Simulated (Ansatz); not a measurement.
# GeMo2 in Ansatz: relaxation of the atoms with PBE

Aim: the relaxation of the atoms of GeMo2 with PBE.

All numbers are computed with Ansatz 0.2.0; they aren't measurements. Logs are shortened: lines on timing, memory, paths and dates and some standing lists are left out, and cuts for length are marked.

## 1. The structure

The cell holds a sheet with vacuum, 3 atoms: a = 2.910 Å, b = 2.910 Å, c = 29.702 Å, α = 90.00°, β = 90.00°, γ = 90.00°.

The cell was built by a generator and needn't be a form met in nature.

## 2. Relaxation of the atoms, PBE

The input, input.yaml:

```yaml
crystal:
  lattice:
    - [2.91011, 0.0, 0.0]
    - [0.0, 2.91011, 0.0]
    - [0.0, 0.0, 29.70224]
  atoms:
    - { symbol: Ge, position: [0.5, 0.5, 0.28617] }
    - { symbol: Mo, position: [0.0, 0.0, 0.33864] }
    - { symbol: Mo, position: [0.0, 0.0, 0.23371] }
kpoints:
  mp_grid: { grid: [9, 9, 1] }
scf:
  occupations: { method: fermi_dirac, width: 0.05 }
hamiltonian:
  xc: pbe
  pseudopotentials: { kind: all_electron, lapw: { basis_error: 0.002 } }
output:
  forces: true
  stress: true
relax:
  f_tol: 0.01
  max_steps: 60
```

Potentials or basis: all-electron LAPW, scalar-relativistic.

Run with:

```console
> ansatz run input.yaml --threads 4 --pin off --max-ram 14336MiB --backend cpu --events-out ev --progress --plain --runs-dir out
```

The log of the run:

```text
Warning: the atoms were moved onto the symmetric positions of the space group found under crystal.symmetry.tolerance 1.0e-5 (fractional; no operation is sought that the atoms, as they stand in a round, miss by more than twice it, and no atom is moved by as much as it), and the run uses the moved positions. Before a round's move an operation carried an atom to 1.98e-4 Å from where it should land, the largest such distance. Atom 0 (counting from 0) moved farthest, by 9.90e-5 Å; the longest move in fractions of the cell, of whichever atom, is 0.33 of the tolerance, in 1 round. To run the atoms as typed, lower crystal.symmetry.tolerance until the operations that they miss are no longer found, or set crystal.symmetry.detect: false (a key that needs symmetry detection or time reversal refuses this as the deck is read). The positions used, in the order of the run's atom list: position: [0.5, 0.5, 0.28617333333333334]; position: [0.0, 0.0, 0.3386383333333333]; position: [0.0, 0.0, 0.23370833333333332];
Warning: RAYON_NUM_THREADS=4 ignored (pool sized by the plan → 4); use --threads N
The last accepted step is kept in <dir> (removed where the run ends without a failure and the disk answers)
LAPW: plane waves up to 8.537 Å⁻¹, error target 2.0e-3 eV per atom; small_component_spin mean_spin; Ge in spheres of 1.248 Å, 22 of its electrons in bands, Dirac shells []; Mo in spheres of 1.255 Å, 30 of its electrons in bands, Dirac shells [] (how accurate: hamiltonian.pseudopotentials.lapw.basis_error, Limitations)
Engine: ansatz 0.2.0, x86_64-unknown-linux-gnu
Pseudopotentials: kind: all_electron
Pseudopotential: Ge, LAPW, valence charge 22, lapw/all_electron/scalar/gaussian/Ge, Koelling and Harmon's equation, gaussian nucleus
Pseudopotential: Mo, LAPW, valence charge 30, lapw/all_electron/scalar/gaussian/Mo, Koelling and Harmon's equation, gaussian nucleus
Functional definition: PBE
  parameter kappa = 0.804
  parameter beta = 0.06672455060314922
  exchange = pbe_x(kappa = kappa, mu = beta*pi^2/3)
  correlation = pbe_c(beta = beta)
Crystal: 3 atoms, lattice volume = 251.541 Å³
Basis set: ecut = 277.66409313751296 eV, 2605 PW (Γ), exchange–correlation at level 2
Bands: 50, of which v1, the nominal top of the filled ones, is band 41 counted from 1 (40 counted from 0)
Symmetry: 16 space group operations
Space group: P4/mmm (ITA 123), of the structure as read, at distance tolerance 6.3e-5 Å
k-points: 15 of 81
Non-local potential: Ge, projectors of the file, none
Non-local potential: Mo, projectors of the file, none
Initial density: superposition of atomic densities (neutral atoms: chi_scale 0, normalization atom)
Initial wavefunctions: plane waves of lowest kinetic energy (no species holds an atomic orbital)
Functional: x = pbe(κ = 0.804, μ = 0.2195149727645171), c = pbe(β = 0.06672455060314922)
iter 1 solved again at ethr=1.29e-2 eV; its pass at ethr=1.00e-1 eV (dr2=1.06e1 eV) is discarded
SCF iter   1: F=—  HF=-277470.577663 eV  |F-HF|=—  |Δ(HF+E_count)|=         —  Δρ=3.05e-2  dr2=1.06e1  ethr=1.29e-2  ⟨swp⟩=2.4  Hψ=4697  notcnv=0
preconditioner: auto → LDOS  [metal: Δε(μ)=0.071 eV  Ē_g=7.441 eV  σ=0.050 eV  W_gap=0.34  n_scr=48 (ndim 8)  ℏωp=9.4 eV  f_vac=0.761  D(μ)=3.53/eV (n_scr^D=14)  β→1.0]
SCF iter   2: F=—  HF=-277468.525879 eV  |F-HF|=—  |Δ(HF+E_count)|=    2.05e0  Δρ=1.67e-2  dr2=1.85e0  ethr=1.29e-2  ⟨swp⟩=3.0  Hψ=2296  notcnv=0
iter 3 solved again at ethr=1.55e-4 eV; its pass at ethr=2.25e-3 eV (dr2=1.27e-1 eV) is discarded
SCF iter   3: F=—  HF=-277468.300425 eV  |F-HF|=—  |Δ(HF+E_count)|=   2.25e-1  Δρ=4.33e-3  dr2=1.27e-1  ethr=1.55e-4  ⟨swp⟩=2.0  Hψ=4062  notcnv=0
SCF iter   4: F=—  HF=-277468.236495 eV  |F-HF|=—  |Δ(HF+E_count)|=         —  Δρ=2.06e-3  dr2=2.62e-2  ethr=1.54e-4  ⟨swp⟩=3.0  Hψ=2388  notcnv=0
the basis was enlarged: its passes take 264.5 KiB over the memory plan, 4 of 4 planned eigensolver slots
SCF iter   5: F=—  HF=-277468.222479 eV  |F-HF|=—  |Δ(HF+E_count)|=   1.40e-2  Δρ=6.60e-4  dr2=1.62e-3  ethr=3.19e-5  ⟨swp⟩=3.0  Hψ=2336  notcnv=0
SCF iter   6: F=—  HF=-277468.222755 eV  |F-HF|=—  |Δ(HF+E_count)|=   2.75e-4  Δρ=2.18e-4  dr2=1.55e-4  ethr=1.97e-6  ⟨swp⟩=3.0  Hψ=2274  notcnv=0
SCF iter   7: F=—  HF=-277468.222844 eV  |F-HF|=—  |Δ(HF+E_count)|=   8.94e-5  Δρ=4.58e-5  dr2=1.12e-5  ethr=1.89e-7  ⟨swp⟩=3.0  Hψ=2312  notcnv=0
SCF iter   8: F=-277468.222848 eV  HF=-277468.222847 eV  |F-HF|=1.00e-6  |Δ(HF+E_count)|=   2.30e-6  Δρ=1.31e-5  dr2=2.01e-6  ethr=1.37e-8  ⟨swp⟩=3.0  Hψ=2336  notcnv=0
SCF 1 converged in 8 iterations: F = -277468.222848 eV  dr2 = 2.01e-6
relax step   1: F+E_penalty+E_count = -277468.22284758 eV  Δ(F+E_penalty+E_count) = +0.000e0 eV  max|allowed force component| = 1.190e-2 eV/Å  Δτ_max = 0.0000 Å  (8 SCF iters, dr2 threshold 2.50e-6 eV, accepted)
Initial density: handed on by an earlier stage of this run
Initial wavefunctions: those handed on with the density
iter 1 solved again at ethr=6.50e-8 eV; its pass at ethr=1.00e-1 eV (dr2=5.33e-5 eV) is discarded
SCF iter   1: F=—  HF=-277468.222897 eV  |F-HF|=—  |Δ(HF+E_count)|=         —  Δρ=1.13e-4  dr2=3.08e-4  ethr=6.50e-8  ⟨swp⟩=4.1  Hψ=3503  notcnv=0
eigensolver tolerance schedule calibrated: the retry pair's looser diagonalisation under-reported the residual by θ = 0.83 (0.13/decade); ethr = c·dr2/N_el runs at the constant in force after the calibration composes with the one it found (an armed cap, an earlier calibration), c = 5.6e-2
preconditioner: auto → LDOS  [insulator: Δε(μ)=0.181 eV  Ē_g=14.797 eV  σ=0.050 eV  W_gap=0.58  n_scr=48 (ndim 8)  ℏωp=11.9 eV  f_vac=0.765  D(μ)=4.32/eV (n_scr^D=16)  ε∞_Penn≈1.7  β→1.0]
SCF iter   2: F=—  HF=-277468.222856 eV  |F-HF|=—  |Δ(HF+E_count)|=   4.11e-5  Δρ=7.74e-5  dr2=4.80e-5  ethr=6.50e-8  ⟨swp⟩=3.0  Hψ=2327  notcnv=0
SCF iter   3: F=—  HF=-277468.222854 eV  |F-HF|=—  |Δ(HF+E_count)|=   2.79e-6  Δρ=1.30e-5  dr2=3.81e-6  ethr=3.28e-8  ⟨swp⟩=3.0  Hψ=2321  notcnv=0
SCF iter   4: F=—  HF=-277468.222853 eV  |F-HF|=—  |Δ(HF+E_count)|=   1.80e-7  Δρ=5.27e-6  dr2=1.07e-6  ethr=2.60e-9  ⟨swp⟩=3.0  Hψ=2313  notcnv=0
SCF iter   5: F=—  HF=-277468.222854 eV  |F-HF|=—  |Δ(HF+E_count)|=   1.68e-7  Δρ=3.10e-6  dr2=7.87e-7  ethr=7.31e-10  ⟨swp⟩=2.7  Hψ=2205  notcnv=0
SCF iter   6: F=—  HF=-277468.222854 eV  |F-HF|=—  |Δ(HF+E_count)|=   8.74e-8  Δρ=2.69e-6  dr2=6.91e-7  ethr=5.37e-10  ⟨swp⟩=2.0  Hψ=2192  notcnv=0
SCF iter   7: F=—  HF=-277468.222854 eV  |F-HF|=—  |Δ(HF+E_count)|=   1.91e-7  Δρ=2.85e-6  dr2=3.97e-7  ethr=4.72e-10  ⟨swp⟩=2.0  Hψ=2191  notcnv=0
SCF iter   8: F=—  HF=-277468.222854 eV  |F-HF|=—  |Δ(HF+E_count)|=   1.52e-7  Δρ=2.67e-6  dr2=1.44e-7  ethr=2.71e-10  ⟨swp⟩=2.0  Hψ=2191  notcnv=0
SCF iter   9: F=-277468.222854 eV  HF=-277468.222854 eV  |F-HF|=2.33e-8  |Δ(HF+E_count)|=   4.37e-8  Δρ=1.88e-6  dr2=4.04e-8  ethr=9.85e-11  ⟨swp⟩=2.1  Hψ=2194  notcnv=0
SCF 2 converged in 9 iterations: F = -277468.222854 eV  dr2 = 4.04e-8
relax step   2: F+E_penalty+E_count = -277468.22285389 eV  Δ(F+E_penalty+E_count) = -6.310e-6 eV  max|allowed force component| = 6.086e-3 eV/Å  Δτ_max = 0.0016 Å  (9 SCF iters, accepted)
SCF converged after 9 iterations
Free energy (F): -277468.222854 eV
Harris-Foulkes:  -277468.222854 eV  (|F-HF|=2.33e-8)
Internal energy: -277468.188215 eV  (E = F + TS)
E sigma→0 (E₀):  -277468.205534 eV
Entropy (-TS):   -0.034639 eV (-11.546 meV/atom)
Fermi energy:    0.370844 eV
--- Per-component energies (eV) ---
  E_band       = -10791.294223
  E_kinetic    = 286664.981399
  E_xc         = -8913.028578
  E_electrostatic = -555220.141035  (all electrons and nuclei)
  E_smearing   = -0.034639  (= −TS)
  E_closure    = 0.000000  (closes the sum)
  E_atoms      = -277445.646366  (free atoms, spherical and without spin; not in F)
  Σ components = -277468.222854   (vs F -277468.222854, Δ=0.00e0)
  Basis errors (estimates in eV, not in F): energy 7.7e-4 per atom: plane waves 6.9e-4 (4.2e-4 summed), levels above the bands 5.0e-42, relativity 5.6e-8, radial functions 8.0e-5, core shells 1.7e-6; eigenvalues (radial functions only) 1.7e-6; not estimated: angular momenta, meshes, grids; target (lapw.basis_error) 2.0e-3; muffin-tin radii Ge 1.248 Å, Mo 1.255 Å
--- Forces (eV/Å), atoms counted from 1 ---
  atom   1  Ge    -0.00000000    -0.00000000     0.00000000
  atom   2  Mo     0.00000000     0.00000000     0.00608564
  atom   3  Mo    -0.00000000     0.00000000    -0.00608564
  max |Σ_I F_I| component: 3.51e-29 eV/Å
--- Stress (GPa, compression-positive) ---
        0.044673      -0.000000       0.000000
       -0.000000       0.044673       0.000000
        0.000000       0.000000       0.012473
  P = ⅓ Tr σ = 0.0339 GPa (0.339 kbar)
--- Relaxed structure (2 steps of the walk, 2 accepted, 0 SCFs on fresh bases) ---
  F+E_penalty+E_count = -277468.22285389 eV   max|allowed force component| = 6.086e-3 eV/Å
  atoms:
    - { symbol: Ge, position: [0.49999999999999994, 0.49999999999999994, 0.28617333333333334] }
    - { symbol: Mo, position: [2.9815765159631686e-35, 8.272582240822665e-36, 0.3385834350076742] }
    - { symbol: Mo, position: [4.1966120325839983e-35, 8.272582240822665e-36, 0.23376323165899246] }
```

Wall time 36 s (4 threads of Intel Xeon at 2.50GHz (Skylake/Cascade Lake), shared host); peak memory 0.71 GiB.

What came out:

| Item | Value |
| --- | --- |
| Free energy | -277468.2229 eV |
| Energy gained by relaxing | 0.0 meV/atom |
| Ionic steps | 2 |
| Largest force after relaxing | 0.006 eV/Å |

Forces in eV/Å, atoms in the order of the input:
```
Ge   0.000  0.000  0.000
Mo   0.000  0.000  0.006
Mo   0.000  0.000 -0.006
```

Final structure:
```cif
data_structure
_symmetry_space_group_name_H-M 'P 1'
_symmetry_Int_Tables_number 1
_cell_length_a 2.9101
_cell_length_b 2.9101
_cell_length_c 29.7022
_cell_angle_alpha 90.000
_cell_angle_beta 90.000
_cell_angle_gamma 90.000
_cell_volume 251.54
loop_
_atom_site_label
_atom_site_type_symbol
_atom_site_fract_x
_atom_site_fract_y
_atom_site_fract_z
_atom_site_occupancy
Ge1 Ge 0.50000 0.50000 0.28617 1
Mo1 Mo 0.00000 0.00000 0.33858 1
Mo2 Mo 0.00000 0.00000 0.23376 1
```
